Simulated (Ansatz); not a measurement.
# CH₃FOSeSi: how energies converge with the basis set

One table from this session's results is given with a row withheld; the runs are named, their logs left out.

Program: Ansatz 0.2.0, Gaussian basis. Level of theory: one geometry, several basis sets. These are calculated values, not measurements.

Levels to be run: PBE0-D4/def2-SVP; ωB97M-V/def2-SVP; PBE0-D4/def2-QZVPP; ωB97M-V/def2-QZVPP; the functionals' def2-TZVPP values are taken from earlier runs.

## Structure used throughout

All runs share one geometry, relaxed beforehand with PBE0-D4 in a triple-zeta def2 set.

SMILES `FC1O[SiH2][Se]1`, 8 atoms, charge 0, spin multiplicity 1.

Atoms are counted from 1 here; the program's logs count them from 0.

Bond lengths: F1–C2 1.350 Å, C2–O3 1.380 Å, C2–Se5 2.017 Å, C2–H6 1.091 Å, O3–Si4 1.676 Å, Si4–Se5 2.258 Å, Si4–H7 1.482 Å, Si4–H8 1.481 Å. Angles: F1–C2–O3 110.3°, F1–C2–Se5 111.2°, F1–C2–H6 108.1°, O3–C2–Se5 104.1°, O3–C2–H6 112.4°, Se5–C2–H6 110.8°, C2–O3–Si4 102.5°, O3–Si4–Se5 85.6°, O3–Si4–H7 112.9°, O3–Si4–H8 111.5°, Se5–Si4–H7 118.2°, Se5–Si4–H8 116.9°, H7–Si4–H8 109.7°, C2–Se5–Si4 67.7°.

The first run:

File in.yaml:

```yaml
crystal:
  periodic: [false, false, false]
  atoms:
    - {symbol: F, position_ang: [-1.465709, 1.610288, 0.341037]}
    - {symbol: C, position_ang: [-0.226183, 1.076265, 0.382649]}
    - {symbol: O, position_ang: [0.093686, 0.511367, -0.835515]}
    - {symbol: Si, position_ang: [0.312615, -1.102738, -0.441936]}
    - {symbol: Se, position_ang: [-0.140631, -0.468496, 1.677302]}
    - {symbol: H, position_ang: [0.472681, 1.862904, 0.671714]}
    - {symbol: H, position_ang: [-0.650386, -1.998280, -1.125305]}
    - {symbol: H, position_ang: [1.696028, -1.548411, -0.725846]}
basis:
  gaussian: {orbitals: def2-SVP}
hamiltonian: {xc: pbe0, dispersion: d4}
output: {orbitals: {seedname: orbitals}}
```

The run is started by

```
$ ansatz run in.yaml --threads 4 --pin off --events-out ev --progress --plain --max-ram 10444MiB
```

Steps of the session up to this table: PBE0-D4 in def2-SVP; ωB97M-V in def2-SVP; PBE0-D4 in def2-QZVPP; ωB97M-V in def2-QZVPP.

One table of the session follows, with a row left open; its other results are not shown here.

It belongs to the step «Density functionals: the series». 

```
functional       basis  HOMO (eV)
   PBE0-D4    def2-SVP      -7.18
   PBE0-D4  def2-TZVPP      -7.26
   PBE0-D4  def2-QZVPP      -7.28
   ωB97M-V    def2-SVP      -9.32
   ωB97M-V  def2-TZVPP          ?
   ωB97M-V  def2-QZVPP      -9.45
```

Q: Estimate the row for ωB97M-V, def2-TZVPP from the others.

**Answer.** HOMO (eV): -9.43. In the column «HOMO (eV)» it lies between ωB97M-V, def2-QZVPP (-9.45) and ωB97M-V, def2-SVP (-9.32).
